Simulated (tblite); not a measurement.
# C4H9ClSSi: the cost of one run

Programs: tblite 0.8.0 and PySCF 2.14.0, with density-fitted response routines of our own. Each step states its level of theory. These are calculated values for one molecule in the gas phase, unless marked as measured. Atoms are numbered from 0 throughout.

## (1) Starting geometry

16 atoms, charge 0, multiplicity 1; geometry from: force field or distance geometry start.

Bonds of the start (Å): C0–C1 1.36, C1–C2 1.49, C2–C3 1.51, C3–S4 1.80, S4–Si5 2.14, Si5–Cl6 2.09, C0–H7 1.09, C0–H8 1.09, C1–H9 1.07, C2–H10 1.13, C2–H11 1.08, C3–H12 1.14, C3–H13 1.12, Si5–H14 1.49, Si5–H15 1.46.

## (2) Relaxing the molecule with GFN2-xTB

Job settings and geometry (Å):

```
{"job": {"kind": "relax", "xc": "GFN2-xTB", "basis": "xTB"}, "charge": 0, "multiplicity": 1}
C     -1.000800     0.417900     2.379800
C     -1.609700    -0.003100     1.238900
C     -0.877600     0.329200    -0.010100
C     -0.530900    -0.947800    -0.736600
S      0.350200    -0.586400    -2.264900
Si     2.221300     0.293500    -1.718300
Cl     3.368900    -0.924900    -0.474700
H     -0.073500     0.967000     2.252800
H     -1.458000     0.214100     3.345000
H     -2.524000    -0.551900     1.237000
H     -1.593300     0.951700    -0.626300
H      0.035400     0.861700     0.233100
H      0.184000    -1.549400    -0.085600
H     -1.420800    -1.591100    -0.932700
H      1.890000     1.529600    -0.958100
H      3.031500     0.598800    -2.890600
```

Run with:

```bash
$ OMP_NUM_THREADS=1 python probes_run.py task.json out
```

This one command runs all jobs of the session in turn.

**Question.** How long does this first job take on 1 thread of Arm Neoverse N1, shared host?

About 1.2 s.
